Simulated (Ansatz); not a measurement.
I need a short molecular-dynamics run of AgCl, space group Fm-3m. Use Ansatz 0.2.0, Python API. Settings: PBE, PAW, the default cutoff (420 eV here), 4×4×4 k-points, cold smearing of 0.15 eV.

```xyz
2
Lattice="0.0000 2.7350 2.7350 2.7350 0.0000 2.7350 2.7350 2.7350 0.0000" Properties=species:S:1:pos:R:3 pbc="T T T"
Ag    0.0000    0.0000    0.0000
Cl    2.7350    2.7350    2.7350
```

The script, `agcl_md.py`:
```python
'''Born-Oppenheimer dynamics of AgCl.'''

import json
import logging
import sys
import warnings

import ansatz as az
import numpy as np

logging.basicConfig(stream=sys.stdout, format='[%(levelname)s] %(message)s')
logger = logging.getLogger('ansatz_job')
logger.setLevel(logging.INFO)

warnings.simplefilter('ignore', az.DeckWarning)

lattice = az.Lattice.of(
    [0.0, 2.735, 2.735],
    [2.735, 0.0, 2.735],
    [2.735, 2.735, 0.0],
)
sites = [
    ('Ag', [0.0, 0.0, 0.0]),
    ('Cl', [0.5, 0.5, 0.5]),
]
crystal = az.Crystal(lattice=lattice)
for symbol, position in sites:
    crystal = crystal.atom(symbol, position)

# a coarse mesh keeps each step cheap
base = crystal.supercell(2, 2, 1).calculation()
base = base.occupations('cold', width=0.15)
base = base.functional(az.Functional.PBE)
base = base.kpoints(mesh=(4, 4, 4))
base = base.pseudopotentials('paw')
base = base.md('nve', timestep=1.0 * az.fs, steps=15, temperature=2000, initial_velocities='maxwell_boltzmann', seed=186)
result = base.run(events_out='agcl.ndjson')
with open('agcl.ndjson') as stream:
    events = [json.loads(line) for line in stream]
steps = [e['data'] for e in events if e['event'] == 'md_step']
summary = result.report

for s in steps[::1]:
    logger.info('%3d %7.1f fs  total %.4f eV  T %6.1f K' % (s['step'], s['time_fs'], s['lagrangian_ev'] + s['e_kin_ev'], s['temperature_k']))

temperature = np.array([s['temperature_k'] for s in steps])
logger.info(f'mean temperature of the second half {temperature[len(steps) // 2 :].mean():.1f} K')

track = np.array([s['positions_ang'] for s in steps])
names = np.array([site.symbol for site in result.lattice.sites])
for name in sorted(set(names)):
    msd = ((track[:, names == name] - track[0, names == name]) ** 2).sum(axis=2).mean(axis=1)
    print(f'mean square displacement of {name} (A^2):', np.round(msd[:: max(len(msd) // 6, 1)], 4))

kept = np.array([s['conserved_ev'] for s in steps], float)
logger.info(f'conserved quantity (thermostat and barostat terms included) drifts by {1000 * (kept[-1] - kept[0]) / len(result.lattice.sites):+.3f} meV/atom')

logger.info('last positions (A) and velocities (A/fs)')
for site, xyz, vel in zip(result.lattice.sites, steps[-1]['positions_ang'], steps[-1]['velocities_ang_fs']):
    print(f'{site.symbol:2s}', ' '.join(f'{v:8.4f}' for v in xyz), ' ', ' '.join(f'{v:9.5f}' for v in vel))
```

Running `python agcl_md.py` prints:
```text
[INFO]   0     0.0 fs  total -34681.6275 eV  T 2000.0 K
[INFO]   1     1.0 fs  total -34681.6275 eV  T 1998.6 K
[INFO]   2     2.0 fs  total -34681.6275 eV  T 1994.5 K
[INFO]   3     3.0 fs  total -34681.6275 eV  T 1987.7 K
[INFO]   4     4.0 fs  total -34681.6275 eV  T 1978.2 K
[INFO]   5     5.0 fs  total -34681.6275 eV  T 1966.1 K
[INFO]   6     6.0 fs  total -34681.6275 eV  T 1951.4 K
[INFO]   7     7.0 fs  total -34681.6275 eV  T 1934.1 K
[INFO]   8     8.0 fs  total -34681.6275 eV  T 1914.4 K
[INFO]   9     9.0 fs  total -34681.6275 eV  T 1892.4 K
[INFO]  10    10.0 fs  total -34681.6275 eV  T 1868.0 K
[INFO]  11    11.0 fs  total -34681.6275 eV  T 1841.4 K
[INFO]  12    12.0 fs  total -34681.6275 eV  T 1812.8 K
[INFO]  13    13.0 fs  total -34681.6275 eV  T 1782.1 K
[INFO]  14    14.0 fs  total -34681.6274 eV  T 1749.7 K
[INFO]  15    15.0 fs  total -34681.6274 eV  T 1715.6 K
[INFO] mean temperature of the second half 1822.0 K
mean square displacement of Ag (A^2): [0.     0.0001 0.0005 0.0012 0.0021 0.0032 0.0047 0.0063]
mean square displacement of Cl (A^2): [0.     0.0006 0.0023 0.0052 0.0092 0.0142 0.0201 0.0269]
[INFO] conserved quantity (thermostat and barostat terms included) drifts by +0.008 meV/atom
[INFO] last positions (A) and velocities (A/fs)
Ag   0.0140  -0.1041   0.0421     0.00082  -0.00678   0.00292
Cl   2.8233   2.8214   2.8298     0.00579   0.00535   0.00599
Ag   2.7194   0.0159   2.7123    -0.00094   0.00104  -0.00158
Cl   5.4584   2.6584   5.3790    -0.00081  -0.00484  -0.00573
Ag  -0.0403   2.7206   2.6977    -0.00254  -0.00093  -0.00267
Cl   2.6439   5.5473   5.3014    -0.00546   0.00468  -0.01022
Ag   2.7405   2.8403   5.5001     0.00036   0.00693   0.00211
Cl   5.5950   5.3745   8.3325     0.00748  -0.00595   0.00756
```

Total energies depend on the potentials; only differences at equal settings carry meaning. Of the deposited cell: the entry's cell lengths or inner coordinates differ somewhat from later room-temperature determinations. The structure is a deposited one; some such entries were measured under pressure or heat, so a shift against it needn't be the functional's error alone. A small cell, a coarse mesh and a very short run: it shows the set-up and gives no equilibrium averages. Run time: 7.1 min on 1 thread of Arm Neoverse V1 (shared host), peak memory 0.77 GiB.
